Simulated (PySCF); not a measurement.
**[IrSe2]+: structure of the singlet**

Aim: relax [IrSe2]+ as a singlet from a bent start, check by its vibrations whether the end is a minimum, and collect its spectrum and constants.

Method: PBE0, basis Ir def2-SVP with ECP60, Se def2-SVP, scalar-relativistic core potentials, no spin–orbit coupling, density fitting; program: PySCF 2.14.0.

## (1) Where the work starts

3 atoms, charge 1, spin multiplicity 1.

Bond lengths: Ir1–Se2 2.176 Å, Ir1–Se3 2.176 Å. Angles: Se2–Ir1–Se3 110.0°.

```xyz
3
charge 1 multiplicity 1
Ir    0.0000    0.0000   -0.5654
Se    1.7821    0.0000    0.6825
Se   -1.7821    0.0000    0.6825
```

## (2) Relaxing the singlet from the bent start

The steps below are one call of a driver around PySCF. For each, scf.py gives the equivalent set-up of the SCF; relaxations use the driver's own optimiser. Before each start the driver seeks the lowest SCF state from one or more starting densities and follows internal instabilities, so scf.py alone need not reach the same state.

The program finds C2v symmetry in the start, which this walk keeps. Threshold on the gradient: 0.0003 Eh/bohr, with a further test on the energy change.

scf.py

```python
from pyscf import gto, scf, dft
mol = gto.M(atom='''
Ir     0.000000     0.000000    -0.565357
Se     1.782100    -0.000000     0.682543
Se    -1.782100     0.000000     0.682543''',
    basis={'Ir': 'def2-SVP', 'Se': 'def2-SVP'},
    ecp={'Ir': 'def2-SVP'},
    charge=1, spin=0)
mf = dft.RKS(mol, xc='PBE0')
mf.grids.atom_grid = (50, 194)
aux = {'Ir': 'def2-universal-JKFIT', 'Se': 'def2-universal-JKFIT'}
mf = mf.density_fit(auxbasis=aux)
mf.kernel()
```

Energy and gradient, step by step:

| step | energy (Eh) | change (kJ/mol) | largest symmetric gradient (Eh/bohr) |
| --- | --- | --- | --- |
| 0 | -4905.971329 | 0.00 | 0.01841 |
| 1 | -4905.972609 | -3.36 | 0.00418 |
| 2 | -4905.972793 | -3.84 | 0.00079 |
| 3 | -4905.972796 | -3.85 | 0.00000 |

The walk ran for 7.5 s (4 threads, shared host).

Positions (Å) and forces (eV/Å) along the way:

```
step 0
Ir   0.000   0.000  -0.565   0.000   0.000   0.947
Se   1.782   0.000   0.683  -0.092   0.000  -0.473
Se  -1.782   0.000   0.683   0.092   0.000  -0.473
step 1
Ir   0.000   0.000  -0.520   0.000   0.000  -0.001
Se   1.807   0.000   0.660   0.215   0.000   0.000
Se  -1.807   0.000   0.660  -0.215   0.000   0.000
step 2
Ir   0.000   0.000  -0.503   0.000   0.000  -0.011
Se   1.828   0.000   0.651   0.041   0.000   0.006
Se  -1.828   0.000   0.651  -0.041   0.000   0.006
step 3
Ir   0.000   0.000  -0.500   0.003   0.000   0.000
Se   1.832   0.000   0.650  -0.001   0.000  -0.001
Se  -1.832   0.000   0.650  -0.002   0.000   0.001
```

After 3 steps and 3.9 kJ/mol it ends at C2v: Ir–Se 2.164 Å (×2); Se–Ir–Se 115.8°.

## (3) Vibrations and properties at this point

The point is checked on the finer grid, and tightened if its gradient asks for it. The Hessian and the dipole derivatives come from central differences of analytic gradients, with steps of 0.01 bohr.

Changes to scf.py since step 2:

```diff
@@ -3,3 +3,3 @@
-Ir     0.000000     0.000000    -0.565357
-Se     1.782100    -0.000000     0.682543
-Se    -1.782100     0.000000     0.682543''',
+Ir     0.000000    -0.000000    -0.523260
+Se     1.830230    -0.000000     0.630208
+Se    -1.830230     0.000000     0.630208''',
@@ -10 +10 @@
-mf.grids.atom_grid = (50, 194)
+mf.grids.atom_grid = (75, 302)
```

The driver hands on the density of the step before, so the log starts near convergence.

Log of the central SCF (cycles and frontier levels):

```text
init E= -4905.97278217477
  HOMO = -0.45714996280574  LUMO = -0.391417373496323  gap/eV = 1.78867
cycle= 1 E= -4905.97278217483  delta_E= -5.55e-11  |g|= 4.92e-06  |ddm|= 3.3e-05
  HOMO = -0.457149726456671  LUMO = -0.391417088192906  gap/eV = 1.78868
Extra cycle  E= -4905.97278217471  delta_E= 1.24e-10  |g|= 2.09e-05  |ddm|= 3.34e-05
converged SCF energy = -4905.97278217471
```

The whole step took 21 s.

Geometry: C2v; Ir–Se 2.163 Å (×2); Se–Ir–Se 115.6°.

Modes, for the most abundant isotopes:

| symmetry | ω (cm⁻¹) | IR (km/mol) | μ (u) | type |
| --- | --- | --- | --- | --- |
| a1 | 121 | 0.5 | 93.28 | bend |
| a1 | 366 | 0.1 | 91.03 | stretch |
| b2 | 376 | 9.7 | 102.20 | stretch |

Every mode is real; the point is a minimum.

Properties at this point:

| Property | Result |
| --- | --- |
| Dipole moment about the centre of mass | 0.11 D |
| Highest occupied level | -12.44 eV |
| Lowest empty level | -10.65 eV |
| Rotational constants | 0.1449, 0.03149, 0.02587 cm⁻¹ |
| Zero-point energy | 5.2 kJ/mol |
| Principal polarisabilities | 48.1, 51.2, 133.3 bohr³ |
| Principal traceless quadrupole moments about the centre of mass | -14.20, -1.13, 15.33 D Å |
| Entropy at 298.15 K and 1 bar | 319.5 J/(mol K) |
| Heat capacity Cp at 298.15 K | 54.2 J/(mol K) |
| Enthalpy at 298.15 K above 0 K | 13.52 kJ/mol |
| Rotational symmetry number | 2 |

Populations by atom (charges in e):

| atom | Mulliken | Löwdin | polar tensor | Mayer order to Ir1 |
| --- | --- | --- | --- | --- |
| Ir1 | 0.47 | -0.22 | 0.74 | – |
| Se2,3 | 0.26 | 0.61 | 0.13 | 1.99 |

Outer orbital energies (eV). occupied: -17.21, -16.89, -15.81, -15.73, -15.09, -13.42, -13.26, -12.44; empty: -10.65, -10.08, -9.19, -6.29.

Mulliken populations on Ir1 (outside its core potential): s 2.67, p 6.17, d 7.67, f 0.02.

## (4) Stability of the closed shell

At the lowest minimum the closed shell is tested against spin polarisation, on the (50, 194) grid. It is unstable: an open-shell solution lies lower. That solution was not followed to a minimum here.

## (5) What came out

| quantity | value |
| --- | --- |
| minimum | singlet, C2v (closed shell, unstable towards spin polarisation) |
| geometry | Ir–Se 2.163 Å (×2); Se–Ir–Se 115.6° |
| wavenumbers (cm⁻¹) | 121 (a1), 366 (a1), 376 (b2) |
| dipole moment (centre of mass) | 0.11 D |
| highest occupied, lowest empty level | -12.44, -10.65 eV |
| polar-tensor charge of Ir1 | +0.74 e |
| zero-point energy | 5.2 kJ/mol |

**Reading.** The bent start keeps its C2v symmetry and ends in a minimum. In the infrared the band at 376 cm⁻¹ (b2, stretch) leads. Other starts or spin states, not run here, may lie lower. The closed shell proved unstable towards spin polarisation, so a lower open-shell solution exists. Spin–orbit coupling, left out here, can matter for elements this heavy.

The search up to here took 36 s.
